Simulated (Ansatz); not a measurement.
# MoW2: from a guess to a relaxed structure

Where does this trial cell of MoW2 go when cell and atoms are let free?

Program: Ansatz 0.2.0. Level of theory: DFT PBE, scalar-relativistic, plane waves, PAW. These are calculated values, not measurements.

## Step 1: The starting structure

It takes space group P6/mmm (No. 191, hexagonal). The conventional cell has a = 3.814 Å, b = 3.814 Å, c = 4.102 Å, α = 90.00°, β = 90.00°, γ = 120.00°. Around Mo (site symmetry 6/mmm) lie 12 W at 3.01 Å. Around W (site symmetry -6m2) lie 3 W at 2.20 Å.

Structure file:

```
Mo W
1.0
     3.81420    0.00000    0.00000
    -1.90710    3.30320    0.00000
     0.00000    0.00000    4.10150
Mo W
1 2
Direct
  0.00000 0.00000 0.00000
  0.33333 0.66667 0.50000
  0.66667 0.33333 0.50000
```

A structure generator made this guess: species swapped into a database cell of YSi2 (P6/mmm, No. 191), with Mo on the Y sites and W on the Si sites. Its size is a rough estimate.

## Step 2: A first look at the guess

Input file input.yaml:

```yaml
crystal:
  lattice:
    - [3.81420126, 0.0, 0.0]
    - [-1.90710063, 3.30319519, 0.0]
    - [0.0, 0.0, 4.10150469]
  atoms:
    - { symbol: Mo, position: [0.0, 0.0, 0.0] }
    - { symbol: W, position: [0.33333333, 0.66666667, 0.5] }
    - { symbol: W, position: [0.66666667, 0.33333333, 0.5] }
basis:
  ecutwfc: 420
kpoints:
  mp_grid: { grid: [6, 6, 4] }
hamiltonian:
  xc: pbe
scf:
  occupations: { method: gaussian, width: 0.1 }
  lower_state_search: "off"
output:
  forces: true
  stress: true
  eigenvalues: true
```

The run is started by

```sh
> ansatz run input.yaml --threads 1 --pin off --max-ram 2560MiB --backend cpu --events-out ev --progress --plain --runs-dir out
```

Further runs follow: rough relaxation on the coarse mesh; another rough relaxation; spin check on a coarse mesh; relaxation on the finer mesh.

Q: Predict the outcome of this session. Wanted: conventional cell; volume; energy over the elements; gap on the mesh.

The runs gave:

| quantity | value |
| --- | --- |
| symmetry at the end (tolerance 0.05 Å) | space group P6/mmm (No. 191) |
| conventional cell | a = 4.688 Å, b = 4.688 Å, c = 2.595 Å, α = 90.00°, β = 90.00°, γ = 120.00° |
| volume | 16.46 Å³/atom |
| energy over the elements | +0.53 eV/atom |
| gap on the mesh | none (metal) |

In words: The space group P6/mmm (No. 191) is kept, and the volume per atom shrinks by 4.4 % from the first guess. The formation energy is positive, so the separate elements lie lower. No finished test with a distortion of lower symmetry is shown, so the end may be a saddle point. The runs treat W without spin-orbit coupling. Other magnetic orders were not searched.
